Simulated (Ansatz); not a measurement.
## BBrH4Si, SMILES B[SiH2]Br: the interaction energy of a dimer with the counterpoise correction, step by step

Program: Ansatz 0.2.0, Python API.

Run as a notebook:

**Cell 1**
```python
import ansatz
```

**Cell 2**
```python
FIRST = [
    ("B", (-0.9333, 0.1, -0.669)),
    ("Si", (0.6109, 0.0815, 0.4183)),
    ("Br", (0.9708, -2.0401, 1.0495)),
    ("H", (-1.5043, -0.8373, -0.9147)),
    ("H", (-1.3544, 1.1679, -1.1377)),
    ("H", (0.4222, 0.9456, 1.6055)),
    ("H", (1.7884, 0.5823, -0.352)),
]
SECOND = [
    ("B", (-2.2546, 0.8147, -5.567)),
    ("Si", (-2.8778, 0.5406, -3.8053)),
    ("Br", (-4.5427, 1.998, -3.4401)),
    ("H", (-2.7051, 1.5879, -6.2483)),
    ("H", (-1.3171, 0.1353, -6.0107)),
    ("H", (-1.7862, 0.7524, -2.8279)),
    ("H", (-3.3894, -0.8542, -3.6519)),
]
```

**Cell 3**
```python
def energy(atoms, ghosts=()):
    molecule = ansatz.Crystal.molecule()
    for symbol, xyz in atoms:
        molecule = molecule.atom(symbol, xyz)
    calc = (
        molecule.calculation()
        .basis(gaussian="def2-SVP")
        .correlation("mp2", electrons="valence")
        .accuracy("medium")
    )
    deck = calc.input()
    if ghosts:
        deck = deck.set(ansatz.key.basis.gaussian.ghost_atoms, [{"symbol": s, "position_ang": list(xyz)} for s, xyz in ghosts])
    return ansatz.Session.from_dict(deck).plan().execute().report["free_energy_ev"]
```

**Cell 4**
```python
# monomers in their own basis and in the basis of the dimer
both = energy(FIRST + SECOND)
alone = energy(FIRST) + energy(SECOND)
ghosted = energy(FIRST, SECOND) + energy(SECOND, FIRST)
print(f"dimer {both:.6f} eV")
print(f"interaction, uncorrected   {96.485332 * (both - alone):8.3f} kJ/mol")
print(f"interaction, counterpoise  {96.485332 * (both - ghosted):8.3f} kJ/mol")
print(f"basis-set superposition    {96.485332 * (alone - ghosted):8.3f} kJ/mol")
```
Output:
```text
dimer -157191.462492 eV
interaction, uncorrected     18.584 kJ/mol
interaction, counterpoise    22.834 kJ/mol
basis-set superposition       4.250 kJ/mol
```

Uncorrected it is 18.584 kJ/mol, with the counterpoise correction 22.834 kJ/mol; the difference, 4.25 kJ/mol, is the superposition error. In this basis both values are repulsive.

These settings explore the input space; basis and method may be short of convergence. The dimer is a generated trial pose of unrelaxed monomers, not a minimum, so the figure is no binding energy, and the basis set is small. The whole script took 22 s on 1 thread of Arm Neoverse V1, on a shared host, peak memory 0.51 GiB.
